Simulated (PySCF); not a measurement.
# WH₄: relaxation and vibrations of the triplet

Where does triplet WH₄ go from a PBE0 minimum start, is the end point a minimum, and what are its modes, charges and moments?

The runs use PySCF 2.14.0; PBE0, basis W x2c-TZVPall, H x2c-TZVPall, spin-free X2C, no spin–orbit coupling, density fitting.

## 1. The starting structure

5 atoms, charge 0, spin multiplicity 3.

Bond lengths: W1–H2 1.697 Å, W1–H3 1.697 Å, W1–H4 1.697 Å, W1–H5 1.697 Å. Angles: H2–W1–H3 109.5°, H2–W1–H4 109.5°, H2–W1–H5 109.5°, H3–W1–H4 109.5°, H3–W1–H5 109.5°, H4–W1–H5 109.5°.

```xyz
5
charge 0 multiplicity 3
W     0.0000    0.0000    0.0000
H     0.9795    0.9795    0.9795
H    -0.9795    0.9795   -0.9795
H     0.9795   -0.9795   -0.9795
H    -0.9795   -0.9795    0.9795
```

## 2. First SCF at the start

The steps below are one call of a driver around PySCF. For each, scf.py gives the equivalent set-up of the SCF; relaxations use the driver's own optimiser. After this first run the driver tries any further starts and a stability analysis.

The input, scf.py:

```python
from pyscf import gto, scf, dft
mol = gto.M(atom='''
W     -0.000000     0.000000     0.000000
H      0.979540     0.979540     0.979540
H     -0.979540     0.979540    -0.979540
H      0.979540    -0.979540    -0.979540
H     -0.979540    -0.979540     0.979540''',
    basis={'W': 'x2c-TZVPall', 'H': 'x2c-TZVPall'},
    nucmod='G',
    charge=0, spin=2)
mf = dft.UKS(mol, xc='PBE0')
mf.grids.atom_grid = (50, 194)
aux = {'W': 'AutoAux', 'H': 'AutoAux'}  # AutoAux: made from the orbital basis by basis_set_exchange (get_aux=1)
mf = mf.density_fit(auxbasis=aux).sfx2c1e()
mf.conv_tol = 1e-08
mf.diis_space = 10
mf.max_cycle = 60
mf.init_guess = 'minao'
mf.verbose = 4
mf.kernel()
```

Started as:

```
OMP_NUM_THREADS=4 python axn.py task.json out
```

After this run come: PBE0 minimum start, triplet: relaxation; Vibrations and properties at this point.

Before running it: what results should come out? Wanted: minimum; geometry; wavenumbers; dipole moment; highest occupied, lowest empty level; polar-tensor charge of W1; zero-point energy; ⟨S²⟩.

**Answer**, as computed:

| quantity | value |
| --- | --- |
| minimum | triplet, Td |
| geometry | W–H 1.697 Å (×4); H–W–H 109.5° (×6) |
| wavenumbers (cm⁻¹) | 583 (t2), 682 (e), 2004 (t2), 2043 (a1) |
| dipole moment | 0.00 D |
| highest occupied, lowest empty level (either spin) | -6.74, -2.15 eV |
| polar-tensor charge of W1 | +1.07 e |
| zero-point energy | 66.8 kJ/mol |
| entropy at 298.15 K | 245.5 J/(mol K) |
| ⟨S²⟩ | 2.020 |

**Reading.** The molecule stays Td, as typed, and the end point is a minimum. In the infrared the band at 2004 cm⁻¹ (t2, stretch) leads. The dipole vanishes although W1 carries +1.1 e by the polar tensor: the bond dipoles cancel. Most of the spin sits on W1 (Mulliken spin 2.37, against 2 for the whole molecule). Only this shape and spin were tried, so other structures or states may lie lower. One determinant may miss the lowest occupation of an open d or f shell. Spin–orbit coupling, left out here, can matter for elements this heavy.
